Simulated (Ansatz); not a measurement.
# Ti3In3CuH: a trial structure relaxed

Aim: relax a trial structure of Ti3In3CuH and see where it ends.

Computed with Ansatz 0.2.0 (DFT PBE, scalar-relativistic, plane waves, PAW, unless a step's input says otherwise).

## Step 1: Starting point

The structure is tetragonal, space group P4/mmm (No. 123). Conventional cell: a = 3.566 Å, b = 3.566 Å, c = 10.261 Å, α = 90.00°, β = 90.00°, γ = 90.00°. Ti (site symmetry 4mm) is surrounded by 5 In at 2.52 to 2.57 Å and 1 H at 2.57 Å. Ti (site symmetry 4/mmm) is surrounded by 6 In at 2.52 Å. In (site symmetry 4mm) has 5 Ti at 2.52 Å and 1 Cu at 2.61 Å in its first shell of neighbours. In (site symmetry 4/mmm) has 6 Ti at 2.52 to 2.57 Å in its first shell of neighbours. Around Cu (site symmetry 4/mmm) lie 4 H at 2.52 Å and 2 In at 2.61 Å. H (site symmetry 4/mmm) has 4 Cu at 2.52 Å and 2 Ti at 2.57 Å in its first shell of neighbours.

Coordinates:

```xyz
8
Lattice="3.5662 0.0000 0.0000 0.0000 3.5662 0.0000 0.0000 0.0000 10.2613" Properties=species:S:1:pos:R:3 pbc="T T T"
Ti    0.0000    0.0000    7.6958
Ti    1.7831    1.7831    0.0000
Ti    0.0000    0.0000    2.5655
In    1.7831    1.7831    7.7413
In    0.0000    0.0000    0.0000
In    1.7831    1.7831    2.5200
Cu    1.7831    1.7831    5.1306
H     0.0000    0.0000    5.1306
```

Recipe of the guess: species swapped into a database cell of LiNi3O3F (P4/mmm, No. 123), with H on the Li sites, In on the Ni sites, Ti on the O sites and Cu on the F sites. The dimensions are guesses.

## Step 2: The guess as it stands, on a coarse mesh

Contents of input.yaml:

```yaml
crystal:
  lattice:
    - [3.56616976, 0.0, 0.0]
    - [0.0, 3.56616976, 0.0]
    - [0.0, 0.0, 10.2612938]
  atoms:
    - { symbol: Ti, position: [0.0, 0.0, 0.74998599] }
    - { symbol: Ti, position: [0.5, 0.5, 0.0] }
    - { symbol: Ti, position: [0.0, 0.0, 0.25001401] }
    - { symbol: In, position: [0.5, 0.5, 0.75441998] }
    - { symbol: In, position: [0.0, 0.0, 0.0] }
    - { symbol: In, position: [0.5, 0.5, 0.24558002] }
    - { symbol: Cu, position: [0.5, 0.5, 0.5] }
    - { symbol: H, position: [0.0, 0.0, 0.5] }
basis:
  ecutwfc: 420
kpoints:
  mp_grid: { grid: [6, 6, 2] }
hamiltonian:
  xc: pbe
scf:
  occupations: { method: gaussian, width: 0.1 }
  lower_state_search: "off"
output:
  forces: true
  stress: true
  eigenvalues: true
```

Command:

```bash
$ ansatz run input.yaml --threads 1 --pin off --max-ram 2560MiB --backend cpu --events-out ev --progress --plain --runs-dir out
```

The session goes on with these runs: rough relaxation on the coarse mesh; spin check on a coarse mesh; final relaxation.

Q: Predict the outcome of this session. Wanted: conventional cell; volume; energy over the elements; gap on the mesh.

**Answer**, as computed:

```
                                                              quantity                                                                       value
                                symmetry at the end (tolerance 0.05 Å)                                                space group P4/mmm (No. 123)
                                                     conventional cell  a = 3.830 Å, b = 3.830 Å, c = 10.738 Å, α = 90.00°, β = 90.00°, γ = 90.00°
                                                                volume                                                               19.68 Å³/atom
energy over the elements (uncorrected; H, N, O, F and Cl as molecules)                                                               +0.41 eV/atom
                                                       gap on the mesh                                                                none (metal)
```

In words: The space group P4/mmm (No. 123) is kept, and the volume per atom grows by 20.7 % from the first guess. With a positive formation energy it can't be a ground state. No finished test with a distortion of lower symmetry is shown, so the end may be a saddle point. Other magnetic orders were not searched.
